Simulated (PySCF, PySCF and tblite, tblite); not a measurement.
# BH₃O₃: conformers and averaged spectra

Which conformers does BH₃O₃ (`OB(O)O`) populate, and what do their averaged NMR parameters look like?

Programs: PySCF 2.14.0 with density-fitted response routines of our own, and tblite 0.8.0. All values are computed, except where a source is named. Atoms count from 0 throughout.

### 1 The molecule as given

7 atoms, charge 0, multiplicity 1; geometry from: UFF geometry.

Bonds of the start (Å): B1–O2 1.45, B1–O3 1.46, O0–B1 1.48, O0–H4 1.00, O2–H5 0.99, O3–H6 0.99.

### 2 GFN2-xTB relaxation, conformer 1

What the job is given:

```
{"job": {"xc": "GFN2-xTB", "basis": "xTB", "kind": "relax"}, "charge": 0, "multiplicity": 1}
O      1.369100    -0.584300    -0.336900
B      0.008000    -0.018400    -0.414500
O     -1.137400    -0.914400    -0.397200
O     -0.175300     1.429900    -0.508300
H      1.563000    -0.626800     0.639700
H     -1.385800    -1.012700     0.553800
H     -0.238300     1.731700     0.436300
```

Launch:

```bash
$ OMP_NUM_THREADS=1 python ens_run.py task.json out
```

This one command runs the whole study; its stages follow in the order run.

Output:

```text
step      E/eV     max force
  0    -408.53599    3.071
  1    -408.89210    1.968
  2    -409.07833    0.612
  3    -409.08970    0.471
  4    -409.10837    0.342
  5    -409.14165    0.482
  6    -409.17044    0.696
  7    -409.20487    0.787
  8    -409.23016    0.558
  9    -409.24750    0.230
 10    -409.25264    0.179
 11    -409.25473    0.194
 12    -409.25796    0.254
 13    -409.27888    1.050
 14    -409.30406    0.977
 15    -409.58994    2.560
 16    -409.80230    4.372
 17    -409.95522    1.619
 18    -410.15681    1.515
 19    -410.29968    1.126
 20    -410.47852    1.134
 21    -410.55751    0.691
 22    -410.36446    2.825
 23    -410.60225    0.265
 24    -410.61693    0.216
 25    -410.62822    0.539
 26    -410.63161    0.122
 27    -410.63278    0.112
 28    -410.63367    0.112
 29    -410.63427    0.113
 30    -410.63569    0.109
 31    -410.63705    0.080
 32    -410.63810    0.068
 33    -410.63854    0.034
 34    -410.63854    0.034
 35    -410.63858    0.025
 36    -410.63866    0.026
 37    -410.63873    0.022
 38    -410.63876    0.019
 39    -410.63880    0.021
 40    -410.63884    0.026
 41    -410.63886    0.015
 42    -410.63887    0.004
 43    -410.63887    0.004
```

It took 0.1 s on 1 thread of Intel Xeon 6975P-C, shared host.

The energy fell by 2.103 eV, and the atoms moved 0.61 Å (root mean square).

### 3 Shieldings, conformer 1: PBE0/pcSseg-1

What the job is given:

```
{"job": {"xc": "PBE0", "basis": "pcSseg-1", "kind": "nmr", "pop": true}, "charge": 0, "multiplicity": 1}
O      1.357844    -0.073509     0.039633
B      0.000957     0.000881    -0.004075
O     -0.743632    -1.135466     0.050045
O     -0.611912     1.210599    -0.101543
H      1.692118    -0.966577     0.108308
H     -1.686253    -0.980203     0.013949
H     -0.005787     1.949179    -0.133393
```

Output:

```text
coarse grid: 6208 points
cycle   1  E = -251.9801625341  dE =  6.213e-01  |g| = 9.889e-01  |ddm| = 2.185e+00
cycle   2  E = -251.8755322928  dE =  1.046e-01  |g| = 1.274e+00  |ddm| = 1.102e+00
cycle   3  E = -252.1482827572  dE = -2.728e-01  |g| = 3.867e-02  |ddm| = 6.242e-01
cycle   4  E = -252.1485536033  dE = -2.708e-04  |g| = 1.142e-02  |ddm| = 3.108e-02
cycle   5  E = -252.1485804112  dE = -2.681e-05  |g| = 2.196e-03  |ddm| = 9.602e-03
cycle   6  E = -252.1485813267  dE = -9.155e-07  |g| = 2.399e-04  |ddm| = 1.526e-03
final grid: 60952 points
cycle   7  E = -252.1993566987  dE = -2.861e-05  |g| = 6.744e-03  |ddm| = 1.237e-02
cycle   8  E = -252.1993519782  dE =  4.721e-06  |g| = 8.660e-03  |ddm| = 6.736e-03
cycle   9  E = -252.1993640718  dE = -1.209e-05  |g| = 2.201e-04  |ddm| = 3.799e-03
cycle  10  E = -252.1993640808  dE = -9.015e-09  |g| = 1.011e-04  |ddm| = 2.502e-04
cycle  11  E = -252.1993640829  dE = -2.110e-09  |g| = 1.296e-05  |ddm| = 7.363e-05
cycle  12  E = -252.1993640830  dE = -1.097e-11  |g| = 1.114e-05  |ddm| = 1.170e-05
converged SCF energy = -252.1993640830

GIAO shielding tensors (ppm)
atom      isotropic    diamagn.    paramagn.     s11        s22        s33       span
  0 O      260.070     388.295    -128.225    194.296    280.649    305.265    110.968
  1 B       82.169     195.516    -113.347     79.140     79.215     88.151      9.011
  2 O      260.056     388.306    -128.251    194.315    280.540    305.313    110.998
  3 O      260.211     388.297    -128.086    194.492    280.783    305.357    110.866
  4 H       28.534      31.445      -2.911     21.789     24.409     39.405     17.615
  5 H       28.538      31.450      -2.912     21.793     24.407     39.415     17.622
  6 H       28.537      31.443      -2.907     21.792     24.390     39.429     17.637
```

Wall time 2.7 s (1 thread of Intel Xeon 6975P-C, shared host); peak memory 0.38 GiB.

Key values: HOMO -9.24 eV, LUMO 1.20 eV; dipole 0.00 D.

### 4 Couplings, conformer 1: B3LYP/pcJ-1

The job, as its differences from that of step 3:

```diff
@@ -1,2 +1,2 @@
-{"job": {"xc": "PBE0", "basis": "pcSseg-1", "kind": "nmr", "pop": true}, "charge": 0, "multiplicity": 1}
+{"job": {"xc": "B3LYP", "basis": "pcJ-1", "kind": "j"}, "charge": 0, "multiplicity": 1}
 O      1.357844    -0.073509     0.039633
```

Output:

```text
coarse grid: 6208 points
cycle   1  E = -252.2506159115  dE =  6.276e-01  |g| = 1.114e+00  |ddm| = 2.023e+00
cycle   2  E = -252.0477039392  dE =  2.029e-01  |g| = 1.577e+00  |ddm| = 1.297e+00
cycle   3  E = -252.4567320479  dE = -4.090e-01  |g| = 4.102e-02  |ddm| = 7.734e-01
cycle   4  E = -252.4570069968  dE = -2.749e-04  |g| = 1.538e-02  |ddm| = 3.384e-02
cycle   5  E = -252.4570546760  dE = -4.768e-05  |g| = 2.611e-03  |ddm| = 1.232e-02
cycle   6  E = -252.4570558958  dE = -1.220e-06  |g| = 3.358e-04  |ddm| = 1.706e-03
final grid: 60952 points
cycle   7  E = -252.5118384607  dE = -1.509e-04  |g| = 2.809e-03  |ddm| = 1.029e-02
cycle   8  E = -252.5118384829  dE = -2.227e-08  |g| = 1.873e-03  |ddm| = 1.906e-03
cycle   9  E = -252.5118388835  dE = -4.005e-07  |g| = 1.061e-03  |ddm| = 1.364e-03
cycle  10  E = -252.5118390502  dE = -1.668e-07  |g| = 1.445e-04  |ddm| = 4.739e-04
cycle  11  E = -252.5118390539  dE = -3.610e-09  |g| = 3.822e-05  |ddm| = 9.513e-05
cycle  12  E = -252.5118390541  dE = -1.952e-10  |g| = 1.532e-05  |ddm| = 2.381e-05
converged SCF energy = -252.5118390541

Indirect spin-spin couplings (Hz)
  i      j    bonds     total        FC       PSO       DSO        SD
  0 O    1 B    1    -17.495   -21.445     4.276    -0.164    -0.162
  0 O    2 O    2     -0.780     0.262    -1.314    -0.016     0.287
  0 O    3 O    2     -0.776     0.267    -1.314    -0.016     0.287
  0 O    4 H    1    -90.042   -76.645   -12.577    -0.332    -0.488
  0 O    5 H    3     -0.824    -1.122    -0.216     0.465     0.049
  0 O    6 H    3     -0.245    -0.766     0.394    -0.030     0.157
  1 B    2 O    1    -17.483   -21.432     4.274    -0.164    -0.162
  1 B    3 O    1    -17.529   -21.475     4.271    -0.164    -0.161
  1 B    4 H    2     -2.690    -1.656    -0.181    -0.795    -0.058
  1 B    5 H    2     -2.690    -1.657    -0.180    -0.796    -0.058
  1 B    6 H    2     -2.654    -1.622    -0.175    -0.799    -0.058
  2 O    3 O    2     -0.773     0.268    -1.312    -0.016     0.287
  2 O    4 H    3     -0.251    -0.771     0.395    -0.031     0.157
  2 O    5 H    1    -90.056   -76.657   -12.579    -0.332    -0.488
  2 O    6 H    3     -0.827    -1.125    -0.217     0.465     0.049
  3 O    4 H    3     -0.827    -1.126    -0.215     0.464     0.049
  3 O    5 H    3     -0.252    -0.772     0.395    -0.031     0.157
  3 O    6 H    1    -90.140   -76.740   -12.578    -0.332    -0.490
  4 H    5 H    4     -0.276     0.058     2.912    -3.219    -0.027
  4 H    6 H    4     -0.278     0.056     2.910    -3.218    -0.026
  5 H    6 H    4     -0.275     0.059     2.911    -3.218    -0.027
```

Run time: 6 s. Hardware: 1 thread of Intel Xeon 6975P-C, shared host; peak memory 0.55 GiB.

Key values: HOMO -8.90 eV, LUMO 0.80 eV; dipole 0.00 D.

### 5 Boltzmann average: properties at PBE0/pcSseg-1

What the job is given:

```
{"job": {"study": "conf", "smiles": "OB(O)O", "search": {"seed": 4546, "n_embed": 150, "ff_keep": 22, "window": 2.0, "nmax": 10, "temps": [100, 150, 200, 298.15, 350], "t_ref": 298.15, "order": 0.002, "w0": 100.0}, "level": {"nmr": {"xc": "PBE0", "basis": "pcSseg-1"}, "j": {"xc": "B3LYP", "basis": "pcJ-1"}}, "kind": "conf"}, "charge": 0, "multiplicity": 1}
O      1.357844    -0.073509     0.039633
B      0.000957     0.000881    -0.004075
O     -0.743632    -1.135466     0.050045
O     -0.611912     1.210599    -0.101543
H      1.692118    -0.966577     0.108308
H     -1.686253    -0.980203     0.013949
H     -0.005787     1.949179    -0.133393
```

Output:

```text
conformer  sym    E(xTB)   E(DFT)   G(298.15 K)  weight  dipole/D
    1     C3h     0.000    0.000    0.000   1.0000    0.005

mean shielding (ppm) by class
class atoms           100 K      150 K      200 K   298.15 K      350 K
  0 O  0,2,3        260.112    260.112    260.112    260.112    260.112
  1 B  1             82.169     82.169     82.169     82.169     82.169
  2 H  4,5,6         28.536     28.536     28.536     28.536     28.536
```

Run time: 9.2 s. Hardware: 1 thread of Intel Xeon 6975P-C, shared host. This counts the runs that the step sums up.

The search (ETKDG, UFF, GFN2-xTB) embedded 150 structures, kept 2 distinct ones after the force field and 1 after xTB; 1 was carried on (window 2.0 kcal/mol at the search's own energies). Energies: PBE0/pcSseg-1 with D3(BJ).

The conformers at 298 K:

| no. | group | mirror pair | ΔE xTB | ΔE DFT | ΔG | weight (%) | μ (D) | H4–O0–B1–O2 (°) | O0–B1–O2–H5 (°) | O0–B1–O3–H6 (°) | A, B, C (GHz) |
| --- | --- | --- | --- | --- | --- | --- | --- | --- | --- | --- | --- |
| 1 | C3h | no | 0.00 | 0.00 | 0.00 | 100.0 | 0.01 | 0 | 180 | 0 | 10.09, 10.08, 5.04 |

Energies in kcal/mol. ΔG holds xTB vibrations and rotation, symmetry numbers and mirror pairs.

Shifts against references run at the same level ($^{1}$H TMS 31.72, $^{11}$B BF3·OEt2 100.1, $^{17}$O H2O 336.1 ppm of shielding), by class of atoms, at 298 K:

| atoms | environment | average |
| --- | --- | --- |
| H4, H5, H6 | hydrogen on an oxygen bonded to B | 3.18 |
| O0, O2, O3 | oxygen bonded to B, H | 76.0 |
| B1 | boron bonded to 3 O | 17.9 |

Couplings (Hz, B3LYP/pcJ-1; one pair named for each class), from conformers that hold 100 % of the weight:

| pair | bonds | average |
| --- | --- | --- |
| O0–H4 | 1 | -90.1 |
| O0–B1 | 1 | -17.5 |
| B1–H4 | 2 | -2.7 |
| O0–O2 | 2 | -0.8 |
| O0–H5 | 3 | -0.5 |

### 6 Shieldings, conformer 1: OPBE/pcSseg-1 in dimethylsulfoxide

What the job is given:

```
{"job": {"xc": "OPBE", "basis": "pcSseg-1", "solvent": "dimethylsulfoxide", "kind": "nmr", "pop": false}, "charge": 0, "multiplicity": 1}
O      1.368760    -0.068835     0.039469
B      0.000753     0.000746    -0.003923
O     -0.745663    -1.147339     0.051053
O     -0.621152     1.217998    -0.102327
H      1.691265    -0.969466     0.108460
H     -1.688912    -0.977772     0.013453
H     -0.001717     1.949573    -0.133262
```

Output:

```text
coarse grid: 6208 points
cycle   1  E = -252.0718953257  dE =  5.658e-01  |g| = 1.067e+00  |ddm| = 2.252e+00
cycle   2  E = -251.7639302377  dE =  3.080e-01  |g| = 1.678e+00  |ddm| = 1.453e+00
cycle   3  E = -252.2712230169  dE = -5.073e-01  |g| = 6.888e-02  |ddm| = 9.203e-01
cycle   4  E = -252.2722006860  dE = -9.777e-04  |g| = 2.449e-02  |ddm| = 6.696e-02
cycle   5  E = -252.2723330764  dE = -1.324e-04  |g| = 2.669e-03  |ddm| = 1.898e-02
cycle   6  E = -252.2723340662  dE = -9.898e-07  |g| = 8.743e-04  |ddm| = 1.459e-03
final grid: 60952 points
cycle   7  E = -252.3410890174  dE = -6.754e-06  |g| = 2.824e-02  |ddm| = 3.680e-02
cycle   8  E = -252.3408663913  dE =  2.226e-04  |g| = 4.592e-02  |ddm| = 3.410e-02
cycle   9  E = -252.3412238233  dE = -3.574e-04  |g| = 6.984e-04  |ddm| = 2.126e-02
cycle  10  E = -252.3412239131  dE = -8.980e-08  |g| = 3.369e-04  |ddm| = 6.822e-04
cycle  11  E = -252.3412239301  dE = -1.706e-08  |g| = 1.376e-04  |ddm| = 2.243e-04
cycle  12  E = -252.3412239336  dE = -3.508e-09  |g| = 1.015e-05  |ddm| = 8.248e-05
cycle  13  E = -252.3412239337  dE = -1.711e-11  |g| = 1.215e-06  |ddm| = 6.229e-06
converged SCF energy = -252.3412239337

GIAO shielding tensors (ppm)
atom      isotropic    diamagn.    paramagn.     s11        s22        s33       span
  0 O      257.730     388.376    -130.646    189.141    283.080    300.968    111.827
  1 B       82.971     197.124    -114.153     80.683     80.717     87.513      6.829
  2 O      257.716     388.385    -130.668    189.129    283.030    300.991    111.863
  3 O      257.779     388.374    -130.595    189.205    283.139    300.994    111.790
  4 H       27.784      31.095      -3.311     21.044     23.775     38.534     17.490
  5 H       27.781      31.095      -3.314     21.041     23.768     38.534     17.494
  6 H       27.782      31.092      -3.310     21.043     23.760     38.543     17.500
```

Wall time 1.9 s (1 thread of Intel Xeon 6975P-C, shared host); peak memory 0.42 GiB.

Key values: HOMO -7.45 eV, LUMO 0.75 eV; dipole 0.00 D.

### 7 Single-point energy, conformer 1: OPBE/def2-TZVP in dimethylsulfoxide

The job, as its differences from that of step 6:

```diff
@@ -1,2 +1,2 @@
-{"job": {"xc": "OPBE", "basis": "pcSseg-1", "solvent": "dimethylsulfoxide", "kind": "nmr", "pop": false}, "charge": 0, "multiplicity": 1}
+{"job": {"xc": "OPBE", "basis": "def2-TZVP", "solvent": "dimethylsulfoxide", "kind": "sp"}, "charge": 0, "multiplicity": 1}
 O      1.368760    -0.068835     0.039469
```

Output:

```text
coarse grid: 6208 points
cycle   1  E = -252.2515665573  dE =  5.734e-01  |g| = 1.108e+00  |ddm| = 2.048e+00
cycle   2  E = -251.8286890059  dE =  4.229e-01  |g| = 1.864e+00  |ddm| = 1.909e+00
cycle   3  E = -252.4663534217  dE = -6.377e-01  |g| = 6.128e-02  |ddm| = 1.413e+00
cycle   4  E = -252.4668957417  dE = -5.423e-04  |g| = 3.308e-02  |ddm| = 6.838e-02
cycle   5  E = -252.4671400883  dE = -2.443e-04  |g| = 2.875e-03  |ddm| = 3.067e-02
cycle   6  E = -252.4671413784  dE = -1.290e-06  |g| = 9.075e-04  |ddm| = 2.434e-03
final grid: 60952 points
cycle   7  E = -252.4751477449  dE = -1.105e-04  |g| = 2.362e-02  |ddm| = 7.824e-02
cycle   8  E = -252.4749868191  dE =  1.609e-04  |g| = 3.872e-02  |ddm| = 2.828e-02
cycle   9  E = -252.4752373842  dE = -2.506e-04  |g| = 1.268e-03  |ddm| = 1.828e-02
cycle  10  E = -252.4752376183  dE = -2.340e-07  |g| = 7.010e-04  |ddm| = 1.537e-03
cycle  11  E = -252.4752377040  dE = -8.576e-08  |g| = 2.439e-04  |ddm| = 4.982e-04
cycle  12  E = -252.4752377148  dE = -1.081e-08  |g| = 2.311e-05  |ddm| = 1.565e-04
cycle  13  E = -252.4752377149  dE = -8.657e-11  |g| = 2.896e-06  |ddm| = 1.724e-05
converged SCF energy = -252.4752377149
```

Run time: 2 s. Hardware: 1 thread of Intel Xeon 6975P-C, shared host; peak memory 0.5 GiB.

This run: HOMO -7.50 eV, LUMO 0.24 eV; dipole 0.00 D.

### 8 The ensemble: properties at OPBE/pcSseg-1 in dimethylsulfoxide

What the job is given:

```
{"job": {"study": "conf", "smiles": "OB(O)O", "search": {"seed": 4546, "n_embed": 150, "ff_keep": 22, "window": 2.0, "nmax": 10, "temps": [100, 150, 200, 298.15, 350], "t_ref": 298.15, "order": 0.002, "w0": 100.0}, "level": {"nmr": {"xc": "OPBE", "basis": "pcSseg-1", "solvent": "dimethylsulfoxide"}, "sp": {"xc": "OPBE", "basis": "def2-TZVP", "solvent": "dimethylsulfoxide"}, "alter": {"geometry": "GFN1-xTB"}, "change": "OPBE/pcSseg-1; solvent dimethylsulfoxide; energies OPBE/def2-TZVP; GFN1-xTB geometries", "top": 4}, "kind": "conf"}, "charge": 0, "multiplicity": 1}
O      1.368760    -0.068835     0.039469
B      0.000753     0.000746    -0.003923
O     -0.745663    -1.147339     0.051053
O     -0.621152     1.217998    -0.102327
H      1.691265    -0.969466     0.108460
H     -1.688912    -0.977772     0.013453
H     -0.001717     1.949573    -0.133262
```

Output:

```text
conformer  sym    E(xTB)   E(DFT)   G(298.15 K)  weight  dipole/D
    1     C3h     0.000    0.000    0.000   1.0000    0.004

mean shielding (ppm) by class
class atoms           100 K      150 K      200 K   298.15 K      350 K
  0 O  0,2,3        257.742    257.742    257.742    257.742    257.742
  1 B  1             82.971     82.971     82.971     82.971     82.971
  2 H  4,5,6         27.782     27.782     27.782     27.782     27.782
```

Wall time 4 s (1 thread of Intel Xeon 6975P-C, shared host). This counts the runs that the step sums up.

Against the first level, at 298 K (shieldings, ppm; largest changes first):

| atoms | PBE0/pcSseg-1 | OPBE/pcSseg-1 in dimethylsulfoxide | change |
| --- | --- | --- | --- |
| O0, O2, O3 | 260.1 | 257.7 | -2.4 |
| B1 | 82.2 | 83.0 | +0.8 |
| H4, H5, H6 | 28.54 | 27.78 | -0.75 |

Weights: from PBE0/pcSseg-1 energies 1: 100 %; from OPBE/def2-TZVP in dimethylsulfoxide energies 1: 100 % (with a dispersion term where the level has one and the same thermal terms, so they don't follow from the SCF energies alone). Times: 9.2 s and 4 s.

### 9 Summary of results

```
                               quantity                                                  value
                             conformers  1; the first in weight is no. 1 (C3h), 100 % at 298 K
                root-mean-square dipole                                                 0.01 D
averaged $^{1}$H shifts (PBE0/pcSseg-1)                                               3.18 ppm
```

What this shows: The search found one conformer in the window, so the averages are its own values. Protons on O, N, S or Se exchange and bind to solvent, so their values hold for the lone molecule only. Between PBE0/pcSseg-1 and OPBE/pcSseg-1 in dimethylsulfoxide, O0 changes most, by 2.4 ppm of raw shielding (the geometries differ too).
